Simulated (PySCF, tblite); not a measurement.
**C5H11ClO2Si: geometry, infrared bands and NMR shifts**

What infrared bands and NMR shifts should C5H11ClO2Si (`CO[C@@H]1C[C@]1(Cl)CO[SiH3]`) show?

Computed with tblite 0.8.0 and PySCF 2.14.0, with density-fitted response routines of our own, on a single molecule in the gas phase. Atoms count from 0, in the outputs and in this text.

## 1. Starting geometry

20 atoms, charge 0, multiplicity 1; geometry from: force field or distance geometry start.

Bonds of the start (Å): C0–O1 1.42, O1–C2 1.37, C2–C3 1.51, C3–C4 1.51, C4–Cl5 1.77, C4–C6 1.50, C6–O7 1.41, O7–Si8 1.72, C4–C2 1.48, C0–H9 1.09, C0–H10 1.10, C0–H11 1.12, C2–H12 1.11, C3–H13 1.11, C3–H14 1.12, C6–H15 1.11, C6–H16 1.11, Si8–H17 1.48, Si8–H18 1.46, Si8–H19 1.46.

## 2. Geometry optimisation with GFN2-xTB

Job settings and geometry (Å):

```
{"job": {"kind": "relax", "xc": "GFN2-xTB", "basis": "xTB"}, "charge": 0, "multiplicity": 1}
C      3.295600    -0.627200    -0.227300
O      1.907000    -0.757100     0.063700
C      1.449600     0.536200     0.151800
C      0.622500     0.835400     1.380500
C      0.037200     0.938100    -0.011500
Cl    -0.210800     2.533500    -0.740200
C     -1.082900    -0.027100    -0.235900
O     -2.252800     0.750900    -0.341200
Si    -3.626500    -0.256300    -0.593500
H      3.463600    -0.098000    -1.169100
H      3.834300    -1.576800    -0.126200
H      3.665400     0.043900     0.593300
H      2.201700     1.329400    -0.023500
H      0.399500    -0.077200     1.979800
H      0.744900     1.806800     1.915900
H     -1.262600    -0.739900     0.592700
H     -1.007800    -0.558600    -1.207900
H     -4.736600     0.039800     0.344100
H     -4.154300    -0.055600    -1.943200
H     -3.292100    -1.668400    -0.405200
```

The run is started by

```console
$ OMP_NUM_THREADS=1 python probes_run.py task.json out
```

This one command runs all jobs of the session in turn.

**Question.** This job is followed by: GFN2-xTB harmonic vibrations, gas phase; GIAO PBE0/pcSseg-1 NMR shielding, non-relativistic, gas phase. What will the session give for the following? strongest single infrared mode (GFN2-xTB); zero-point energy (GFN2-xTB); 13C shifts against TMS (PBE0/pcSseg-1); 1H shifts against TMS (PBE0/pcSseg-1, means over atoms taken as alike); 17O shifts against H2O (PBE0/pcSseg-1); 35Cl shifts against HCl (PBE0/pcSseg-1); 29Si shifts against TMS (PBE0/pcSseg-1).

As calculated:

| quantity | value |
| --- | --- |
| strongest single infrared mode (GFN2-xTB) | 2226 cm⁻¹, 352 km/mol |
| zero-point energy (GFN2-xTB) | 93.0 kcal/mol |
| 13C shifts against TMS (PBE0/pcSseg-1) | 71.6, 69.7, 59.7, 52.6, 22.4 ppm |
| 1H shifts against TMS (PBE0/pcSseg-1, means over atoms taken as alike) | 5.05, 4.32, 4.22, 3.48, 3.47, 1.21, 0.96 ppm |
| 17O shifts against H2O (PBE0/pcSseg-1) | 31.4, 7.8 ppm |
| 35Cl shifts against HCl (PBE0/pcSseg-1) | 191 ppm |
| 29Si shifts against TMS (PBE0/pcSseg-1) | -38.6 ppm |

What this shows: Relaxing lowered the energy by 1.317 eV in 237 steps; the close pair that moved most is O7–Si8, from 1.722 to 1.626 Å. All 54 modes are real, so the xTB geometry is a minimum. The strongest single mode, at 2226 cm⁻¹, moves mainly H18 and H19. Unscaled tight-binding wavenumbers are off by several per cent, some by more. Its intensities can rank the bands wrongly. C6 (sp3 CH2 bonded to O) lies farthest downfield among carbon, at 71.6 ppm; pulled downfield by the heteroatom. At PBE0/pcSseg-1: Shielding is most anisotropic at Cl5 (span 546 ppm, paramagnetic term -390 ppm).
